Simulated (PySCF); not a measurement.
# B₃ClH₅N: electronic excitations and core binding energies

What electronic excitations and core binding energies should B₃ClH₅N (`BB(Cl)BN`) show?

The runs use PySCF 2.14.0, with density-fitted response routines of our own; the level of theory stands in each step. All values are computed, except where a source is named. Atoms count from 0, in the outputs and in this text.

### Step 1. The molecule as given

10 atoms, charge 0, multiplicity 1; geometry from: GFN2-xTB.

Bonds of the start (Å): B0–B1 1.62, B1–Cl2 1.73, B1–B3 1.69, B3–N4 1.38, B0–H5 1.17, B0–H6 1.17, B3–H7 1.18, N4–H8 1.01, N4–H9 1.01.

### Step 2. TDDFT and polarisability: PBE0/def2-SVPD

What the job is given:

```
{"job": {"kind": "uv", "xc": "PBE0", "basis": "def2-SVPD", "nstates": 8, "ntriplets": 3}, "charge": 0, "multiplicity": 1}
B      1.832181    -0.227937     0.449263
B      0.304279    -0.119195     0.972620
Cl    -0.259281     0.244380     2.571283
B     -0.868575    -0.408372    -0.206885
N     -1.353567     0.584381    -1.037830
H      2.394370     0.685304    -0.029744
H      2.399002    -1.251542     0.361167
H     -1.325910    -1.483527    -0.361942
H     -2.065418     0.437940    -1.735789
H     -1.048197     1.543223    -1.004672
```

Level: TDDFT PBE0/def2-SVPD, vertical, gas phase, core orbitals frozen in the response.

Run with:

```console
OMP_NUM_THREADS=1 python probes_run.py task.json out
```

The driver reads the jobs from task.json and runs them one after another.

**Question.** This job is followed by: delta-SCF UKS SCAN, pcX-2 on the ionised atom, pcseg-1 elsewhere, spin-free X2C. Predict these results of the whole session: lowest singlet (PBE0/def2-SVPD); brightest single state of those computed; lowest triplet; surface potential, 1st and 99th percentile; B1s binding energies, SCAN/pcX-2 (standing for 2 of 3 atoms); Cl1s binding energies, SCAN/pcX-2; Cl2p binding energies, SCAN/pcX-2; N1s binding energies, SCAN/pcX-2.

**Answer**, as computed:

| quantity | value |
| --- | --- |
| lowest singlet (PBE0/def2-SVPD) | 3.80 eV (326 nm), f = 0.018 |
| brightest single state of those computed | state 7, 6.39 eV, f = 0.057 |
| lowest triplet | 3.05 eV |
| surface potential, 1st and 99th percentile | -0.60 V and 1.95 V |
| B1s binding energies, SCAN/pcX-2 (standing for 2 of 3 atoms) | B1 195.92, B3 195.23 eV |
| Cl1s binding energies, SCAN/pcX-2 | Cl2 2828.64 eV |
| Cl2p binding energies, SCAN/pcX-2 | Cl2 206.60 eV |
| N1s binding energies, SCAN/pcX-2 | N4 405.56 eV |

The first singlet state (HOMO→LUMO 0.98) lies at 3.80 eV and is weak; of the 8 states computed, the strongest absorption comes from state 7 at 6.39 eV. The lowest triplet lies 0.75 eV below the lowest singlet (triplets in Tamm-Dancoff, singlets in full TDDFT). By nearest atom (PBE0/def2-SVPD), the HOMO sits on Cl2 30 %; B1 24 % and the LUMO on B0 44 %; H5, H6 about 13 % each. The B1s levels kept as sound span 0.70 eV, from B3 (boron bonded to B, N, H) up to B1 (boron bonded to 2 B, Cl). Only 2 of the 3 B atoms are covered by sound results.
